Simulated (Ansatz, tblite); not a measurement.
# The cluster Zn6H8O10: a ladder of methods and basis sets

An exercise on one series of results from a longer session: the logs are not shown, and one member is left open.

Program: Ansatz 0.2.0, Gaussian basis. Level of theory: as each input shows. These are calculated values, not measurements.

The runs, in order: GFN1-xTB, GFN2-xTB, PBE-D4/def2-TZVP, r2SCAN-D4/def2-TZVP, B3LYP-D4/def2-TZVP, r2SCANh-D4/def2-TZVP, BLYP-D4/def2-TZVP, PBE+5HF/def2-SVP, PBE+10HF/def2-SVP, PBE+15HF/def2-SVP, PBE+35HF/def2-SVP, PBE+50HF/def2-SVP, PBE-D4/def2-SVP, PBE0-D4/def2-SVP, HF/STO-3G, HF/6-31G, B3LYP-D4/6-31G, MP2/def2-SVP, RPA/def2-SVP.

## The relaxed structure

The geometry is that of the singlet, from an earlier relaxation (PBE-D4/def2-SVP).

24 atoms, charge 0, spin multiplicity 1.

Bond lengths: Zn1–O7 1.881 Å, Zn1–O8 2.037 Å, Zn1–O10 2.027 Å, Zn1–O11 2.037 Å, Zn2–O10 2.150 Å, Zn2–O14 2.003 Å, Zn2–O15 1.919 Å, Zn2–O16 2.012 Å, Zn3–O9 1.974 Å, Zn3–O12 1.943 Å, Zn3–O15 2.004 Å, Zn4–O10 2.036 Å, Zn4–O11 1.955 Å, Zn4–O12 2.015 Å, Zn4–O16 1.977 Å, Zn5–O8 1.954 Å, Zn5–O10 2.054 Å, Zn5–O13 2.011 Å and more. Angles: O7–Zn1–O8 120.1°, O7–Zn1–O10 102.8°, O7–Zn1–O11 130.3°, O8–Zn1–O10 88.2°, O8–Zn1–O11 108.1°, O10–Zn1–O11 89.3°, O10–Zn2–O14 89.1°, O10–Zn2–O15 84.4°, O10–Zn2–O16 87.8°, O14–Zn2–O15 125.6°, O14–Zn2–O16 106.6°, O15–Zn2–O16 126.9°, O9–Zn3–O12 136.7°, O9–Zn3–O15 95.6°, O12–Zn3–O15 126.7°, O10–Zn4–O11 91.3°, O10–Zn4–O12 95.3°, O10–Zn4–O16 92.1° and more.

Coordinates:

```xyz
24
H8O10Zn6
Zn    0.8308   -0.4254   -1.6133
Zn   -0.8167    1.3548    1.7332
Zn    0.1773   -1.3288    1.8061
Zn    1.7987    0.7412    0.7726
Zn   -1.4289    1.1682   -1.0169
Zn   -2.0107   -1.0577    0.6738
O     0.3325   -2.2356   -1.7339
O    -0.2595    1.0018   -2.5737
O    -0.8121   -2.6343    0.7049
O    -0.0415    0.1660    0.1187
O     2.5761    0.4211   -0.9923
O     2.0309   -0.7998    2.0496
O    -2.8731   -0.2222   -0.8538
O    -1.7722    2.4965    0.3930
O    -1.4440   -0.3240    2.4204
O     1.0258    2.1347    1.9429
H     1.0395   -2.8543   -1.9875
H    -0.6897    0.7119   -3.3986
H    -0.3705   -2.6267   -0.2089
H     2.7650    1.2328   -1.4991
H     2.6674   -1.4749    1.7500
H    -2.8275   -0.8442   -1.6056
H    -1.2847    3.3326    0.2715
H     1.3871    2.0665    2.8468
```

PBE0-D4/def2-TZVP was run before; its log isn't repeated, and its numbers join the tables.

The first run:

Tight binding, by tblite at 300 K electronic temperature and without a spin-polarisation term:

```python
tblite.interface.Calculator('GFN1-xTB', numbers, positions, charge=0, uhf=0).singlepoint()
```

Tight binding, by tblite at 300 K electronic temperature and without a spin-polarisation term:

```python
tblite.interface.Calculator('GFN2-xTB', numbers, positions, charge=0, uhf=0).singlepoint()
```

start.molden holds the orbitals of an earlier run on this state, given as this run's starting guess.

Input file in.yaml:

```yaml
crystal:
  periodic: [false, false, false]
  atoms:
    - {symbol: Zn, position_ang: [0.830788, -0.425413, -1.613306]}
    - {symbol: Zn, position_ang: [-0.816714, 1.354790, 1.733227]}
    - {symbol: Zn, position_ang: [0.177347, -1.328805, 1.806118]}
    - {symbol: Zn, position_ang: [1.798717, 0.741193, 0.772608]}
    - {symbol: Zn, position_ang: [-1.428860, 1.168163, -1.016933]}
    - {symbol: Zn, position_ang: [-2.010731, -1.057738, 0.673814]}
    - {symbol: O, position_ang: [0.332451, -2.235632, -1.733856]}
    - {symbol: O, position_ang: [-0.259518, 1.001831, -2.573665]}
    - {symbol: O, position_ang: [-0.812101, -2.634292, 0.704929]}
    - {symbol: O, position_ang: [-0.041458, 0.165953, 0.118746]}
    - {symbol: O, position_ang: [2.576099, 0.421144, -0.992287]}
    - {symbol: O, position_ang: [2.030937, -0.799850, 2.049599]}
    - {symbol: O, position_ang: [-2.873142, -0.222167, -0.853813]}
    - {symbol: O, position_ang: [-1.772239, 2.496536, 0.392961]}
    - {symbol: O, position_ang: [-1.444001, -0.323984, 2.420365]}
    - {symbol: O, position_ang: [1.025821, 2.134667, 1.942860]}
    - {symbol: H, position_ang: [1.039454, -2.854311, -1.987511]}
    - {symbol: H, position_ang: [-0.689728, 0.711877, -3.398632]}
    - {symbol: H, position_ang: [-0.370475, -2.626682, -0.208867]}
    - {symbol: H, position_ang: [2.765001, 1.232840, -1.499083]}
    - {symbol: H, position_ang: [2.667421, -1.474949, 1.749983]}
    - {symbol: H, position_ang: [-2.827540, -0.844239, -1.605560]}
    - {symbol: H, position_ang: [-1.284686, 3.332594, 0.271500]}
    - {symbol: H, position_ang: [1.387127, 2.066465, 2.846794]}
basis:
  gaussian: {orbitals: def2-TZVP, fitting: {mean_field: def2-universal-jkfit}, initial_orbitals: start.molden}
hamiltonian: {xc: pbe, dispersion: d4}
scf: {omitted_lower_state_checks: [starts]}
output: {orbitals: {seedname: orbitals}}
```

Launch:

```sh
> ansatz run in.yaml --threads 2 --pin off --events-out ev --progress --plain --max-ram 32768MiB --backend cuda --devices 0, --max-vram 18GiB
```

Steps of the session up to this table: PBE-D4/def2-TZVP; r2SCAN-D4/def2-TZVP; B3LYP-D4/def2-TZVP; r2SCANh-D4/def2-TZVP; BLYP-D4/def2-TZVP; PBE+5HF/def2-SVP; PBE+10HF/def2-SVP; PBE+15HF/def2-SVP; PBE+35HF/def2-SVP; PBE+50HF/def2-SVP; PBE-D4/def2-SVP; PBE0-D4/def2-SVP; HF/STO-3G; HF/6-31G; B3LYP-D4/6-31G; MP2/def2-SVP; RPA/def2-SVP.

One of the session's tables, all rows but one given; the rest of the session is left out.

It belongs to the step «Binding energy». 

| level | binding an atom (eV) |
| --- | --- |
| HF/STO-3G | 2.063 |
| HF/6-31G | 2.190 |
| HF/def2-SVP | 2.237 |
| PBE-D4/def2-SVP | 3.577 |
| PBE-D4/def2-TZVP | 3.407 |
| BLYP-D4/def2-TZVP | ? |
| r2SCAN-D4/def2-TZVP | 3.417 |
| r2SCANh-D4/def2-TZVP | 3.369 |
| B3LYP-D4/6-31G | 3.488 |
| B3LYP-D4/def2-TZVP | 3.267 |
| PBE0-D4/def2-SVP | 3.441 |
| PBE0-D4/def2-TZVP | 3.304 |
| MP2/def2-SVP | 3.395 |

Estimate the missing values for BLYP-D4/def2-TZVP.

The run gave: binding an atom (eV): 3.281. In the column «binding an atom (eV)» it lies between B3LYP-D4/def2-TZVP (3.267) and PBE0-D4/def2-TZVP (3.304).

Limits of these values: Free atoms were run apart at each level; binding is atoms less cluster, divided by the number of atoms, without zero-point or spin-orbit terms.
